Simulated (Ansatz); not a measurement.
# B₂ClFH₂: taking an electron away

An exercise on one series of results from a longer session: the logs are not shown, and one member is left open.

The runs use Ansatz 0.2.0, Gaussian basis; unrestricted cation, the program's frozen cores in correlated methods.

Plan: UKS PBE-D4/def2-TZVPP; UKS r2SCAN-D4/def2-TZVPP; UKS PBE0-D4/def2-TZVPP; UKS B3LYP-D4/def2-TZVPP; UKS wB97X-V/def2-TZVPP; UKS wB97M-V/def2-TZVPP; UKS B2PLYP/def2-TZVPP; UHF-CCSD(T)/def2-TZVPP; UHF-MP2/def2-QZVPP; extrapolation to the limit; then −ε(HOMO) from the neutral's earlier runs with LDA (SPW92), PBE-D4, revPBE-D4, BLYP-D4, r2SCAN-D4, B97M-V, PBE0-D4, B3LYP-D4, r2SCANh-D4, r2SCAN0-D4, HSE06-D4, BHLYP-D4, CAM-B3LYP-D4, LC-ωPBE, ωB97X-V, ωB97M-V.

## Structure used throughout

The geometry comes from an earlier relaxation with PBE0-D4 in a triple-zeta def2 set; it is a stationary point.

SMILES `FBBCl`, 6 atoms, charge 0, spin multiplicity 1.

Atoms are counted from 1 here; the program's logs count them from 0.

Bond lengths: F1–B2 1.325 Å, B2–B3 1.693 Å, B2–H5 1.205 Å, B3–Cl4 1.745 Å, B3–H6 1.195 Å. Angles: F1–B2–B3 120.9°, F1–B2–H5 116.2°, B3–B2–H5 123.0°, B2–B3–Cl4 118.0°, B2–B3–H6 125.8°, Cl4–B3–H6 116.1°.

Set-up of the first run:

Input file in.yaml:

```yaml
crystal:
  periodic: [false, false, false]
  atoms:
    - {symbol: F, position_ang: [1.399573, -1.313591, -0.267420]}
    - {symbol: B, position_ang: [0.803847, -0.134094, -0.366033]}
    - {symbol: B, position_ang: [-0.636644, 0.183762, 0.464239]}
    - {symbol: Cl, position_ang: [-2.143563, -0.114168, -0.364007]}
    - {symbol: H, position_ang: [1.341894, 0.675003, -1.078787]}
    - {symbol: H, position_ang: [-0.723006, 0.638988, 1.565808]}
basis:
  gaussian: {orbitals: def2-TZVPP}
total_charge: 1
magnetization: {spin_polarized: true, initial_magnetization: 1}
hamiltonian: {xc: pbe, dispersion: d4}
```

On the command line:

```bash
$ ansatz run in.yaml --threads 2 --pin off --events-out ev --progress --plain --max-ram 4352MiB
```

Among the steps run: Cation, UKS PBE-D4/def2-TZVPP; Cation, UKS r2SCAN-D4/def2-TZVPP; Cation, UKS PBE0-D4/def2-TZVPP; Cation, UKS B3LYP-D4/def2-TZVPP; Cation, UKS wB97X-V/def2-TZVPP; Cation, UKS wB97M-V/def2-TZVPP; Cation, UKS B2PLYP (frozen core)/def2-TZVPP; Cation, UHF-CCSD(T)/def2-TZVPP; Cation, UHF-MP2/def2-QZVPP.

One table of the session follows, with a row left open; its other results are not shown here.

It belongs to the step «Ionisation energies side by side». Orbital estimates, from the neutral's runs:

```
  functional  −ε(HOMO) (eV)
 LDA (SPW92)           6.71
      PBE-D4           6.62
   revPBE-D4           6.58
     BLYP-D4           6.55
   r2SCAN-D4              ?
      B97M-V           7.00
     PBE0-D4           8.02
    B3LYP-D4           7.83
  r2SCANh-D4           7.43
  r2SCAN0-D4           8.21
    HSE06-D4           7.62
    BHLYP-D4           9.36
CAM-B3LYP-D4           9.45
     LC-ωPBE          10.79
     ωB97X-V          10.44
     ωB97M-V          10.26
```

Q: Estimate the row for r2SCAN-D4 from the others.

Worked estimate for «−ε(HOMO) (eV)». Against the share of exact exchange, r2SCANh-D4 (0.1, 7.43), r2SCAN0-D4 (0.25, 8.21) give a slope of 5.20 per unit share; at 0 the line stands at 6.91.

The run gave: −ε(HOMO) (eV): 6.91. In «−ε(HOMO) (eV)» the line misses by 0.00.
